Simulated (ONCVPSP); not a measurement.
**Gallium: generating and testing an ONCV potential**

Aim: build the potential from the settings below, then test how well it stands in for the atom: other configurations, scattering, ghost states and the plane-wave cutoff that it needs.

Program: ONCVPSP 4.0.1.1 (patched build). Reference atom: LDA (Perdew-Wang 92), scalar-relativistic, spherical and spin-unpolarised. All values are calculated.

## 1. Starting point

Typed settings, in words:

| Property | Result |
| --- | --- |
| element | gallium (Ga, Z = 31) |
| type | optimised norm-conserving Vanderbilt (ONCV) |
| frozen core | [Ar] |
| valence charge | 13 |
| reference configuration | 3d10 4s1.75 4p1.25 |
| partial waves | 4s: rc 1.35 bohr, ncon 3, nbas 7, qcut 5.1 1/bohr, local; 4p: rc 1.90 bohr, ncon 3, nbas 6, qcut 3.4 1/bohr, 2 projectors, debl 1.1 Ha; 3d: rc 1.35 bohr, ncon 4, nbas 9, qcut 12.9 1/bohr, 2 projectors, debl 0.8 Ha |
| local potential | the s channel |
| core correction | polynomial model core, fcfact 0.55 |

## 2. The generation run

Input file Ga.dat:

```
# ATOM AND REFERENCE CONFIGURATION
# atsym  z   nc   nv     iexc    psfile
  Ga 31.00    5    3  -001012      upf
#
#   n    l    f
    1    0    2.00
    2    0    2.00
    2    1    6.00
    3    0    2.00
    3    1    6.00
    3    2   10.00
    4    0    1.75
    4    1    1.25
#
# PSEUDOPOTENTIAL AND OPTIMIZATION
# lmax
    2
#
#   l,   rc,      ep,       ncon, nbas, qcut
    0    1.35    0.00    3    7    5.10
    1    1.90    0.00    3    6    3.40
    2    1.35    0.00    4    9   12.90
#
# LOCAL POTENTIAL
# lloc, lpopt,  rc(5),   dvloc0
    0    5    1.35    0.00
#
# VANDERBILT-KLEINMAN-BYLANDER PROJECTORs
# l, nproj, debl
    0    0    3.70
    1    2    1.10
    2    2    0.80
#
# MODEL CORE CHARGE
# icmod, fcfact, rcfact
    1    0.55    0.00
#
# LOG DERIVATIVE ANALYSIS
# epsh1, epsh2, depsh
   -2.00    5.00    0.02
#
# OUTPUT GRID
# rlmax, drl
    6.00    0.01
#
# TEST CONFIGURATIONS
# ncnf
    4
# nvcnf
#   n    l    f
    3
    3    2   10.00
    4    0    2.00
    4    1    1.00
#
    3
    3    2   10.00
    4    0    2.00
    4    1    0.00
#
    3
    3    2   10.00
    4    0    1.00
    4    1    0.00
#
    3
    3    2   10.00
    4    0    1.00
    4    1    2.00
#
```

Command:

```bash
$ oncvpsp.x < Ga.dat > Ga.out
```

What does the calculation give? Wanted: cutoffs for 1 and 0.1 mHa per electron, occupied waves; bound ghosts; GHOST(+) flags; largest test error; largest phase difference near zero energy, channels read; rms error of d²Exc/dn², without and with the model core.

The runs gave:

| quantity | value |
| --- | --- |
| cutoffs for 1 and 0.1 mHa per electron, occupied waves | 63 Ha and 82 Ha |
| bound ghosts | none found |
| GHOST(+) flags | p at 34 eV |
| largest test error (AE − PS) | -9.0 meV, for 3d10 4s1 4p0 |
| largest phase difference near zero energy, channels read | 0.032 rad |
| rms error of d²Exc/dn², without and with the model core | 6.00 and 1.13 mHa |

What this shows: The worst unpolarised test, 3d10 4s1 4p0, is off by 9.0 meV on 25.8 eV; by total energies transferability rates as good. The potential is hard: the looser tolerance needs 63 Ha. At the looser tolerance the 3d wave is the slowest; 4s needs 25 Ha. No bound ghost shows below the valence levels. Near zero energy the largest phase difference among the channels read is 0.03 rad, in the s channel. The pseudo curves have a pole with no partner nearby in the atom's: p at 0.70 Ha. At positive energy that is a spurious or a displaced resonance. The program also flags highly localised states, GHOST(+) (p). All of this concerns the isolated atom, not yet a solid.
